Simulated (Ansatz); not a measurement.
# WSe2: the cost of one run

Computed with Ansatz 0.2.0 (DFT PBE+D3(BJ), scalar-relativistic, plane waves, PAW, unless a step's input says otherwise).

2 further runs of the same task are left out: 2 set aside as unsound or not needed.

### 1 The system as given

Symmetry: P6_3/mmc, No. 194, hexagonal system. The conventional cell has a = 3.279 Å, b = 3.279 Å, c = 12.789 Å, α = 90.00°, β = 90.00°, γ = 120.00°. Around W (site symmetry -6m2) lie 6 Se at 2.53 Å. Around Se (site symmetry 3m) lie 3 W at 2.53 Å.

Structure file:

```xyz
6
Lattice="3.2790 0.0000 0.0000 -1.6395 2.8397 0.0000 0.0000 0.0000 12.7886" Properties=species:S:1:pos:R:3 pbc="T T T"
W     0.0000    1.8931    3.1972
W     1.6395    0.9466    9.5915
Se    0.0000    1.8931    7.9071
Se    1.6395    0.9466    1.5128
Se    0.0000    1.8931   11.2758
Se    1.6395    0.9466    4.8815
```

It is the result of an earlier relaxation at this level (volume 19.85 Å³/atom; gap on the mesh: 0.90 eV).

### 2 Electronic structure at the relaxed geometry

input.yaml reads:

```yaml
crystal:
  lattice:
    - [3.2790275148, 0.0, 0.0]
    - [-1.6395137574, 2.8397211276, 0.0]
    - [0.0, 0.0, 12.7886116041]
  atoms:
    - { symbol: W, position: [0.3333333333, 0.6666666667, 0.25] }
    - { symbol: W, position: [0.6666666667, 0.3333333333, 0.75] }
    - { symbol: Se, position: [0.3333333333, 0.6666666667, 0.6182912265] }
    - { symbol: Se, position: [0.6666666667, 0.3333333333, 0.1182912265] }
    - { symbol: Se, position: [0.3333333333, 0.6666666667, 0.8817087735] }
    - { symbol: Se, position: [0.6666666667, 0.3333333333, 0.3817087735] }
basis:
  ecutwfc: 420
kpoints:
  mp_grid: { grid: [12, 12, 2] }
  band_path:
    path:
      - [[0.0, 0.0, 0.0], [0.5, 0.0, 0.0], [0.33333333, 0.33333333, 0.0], [0.0, 0.0, 0.0], [0.0, 0.0, 0.5], [0.5, 0.0, 0.5], [0.33333333, 0.33333333, 0.5], [0.0, 0.0, 0.5]]
      - [[0.5, 0.0, 0.5], [0.5, 0.0, 0.0]]
      - [[0.33333333, 0.33333333, 0.5], [0.33333333, 0.33333333, 0.0]]
    npoints: 14
hamiltonian:
  xc: pbe
  dispersion: d3bj
scf:
  occupations: { method: gaussian, width: 0.02 }
  n_extra_bands: 15
output:
  forces: true
  stress: true
  eigenvalues: true
  populations: true
  dos: { projected: true, de: 0.02, nscf_kmesh: { grid: [18, 18, 3] } }
  bader: true
```

Run with:

```sh
ansatz run input.yaml --threads 2 --pin off --max-ram 5120MiB --backend cpu --events-out ev --progress --plain --runs-dir out
```

Q: Estimate wall time and peak memory on 2 threads of Arm Neoverse V1, shared host.

About 62 s, with a peak of 0.76 GiB.
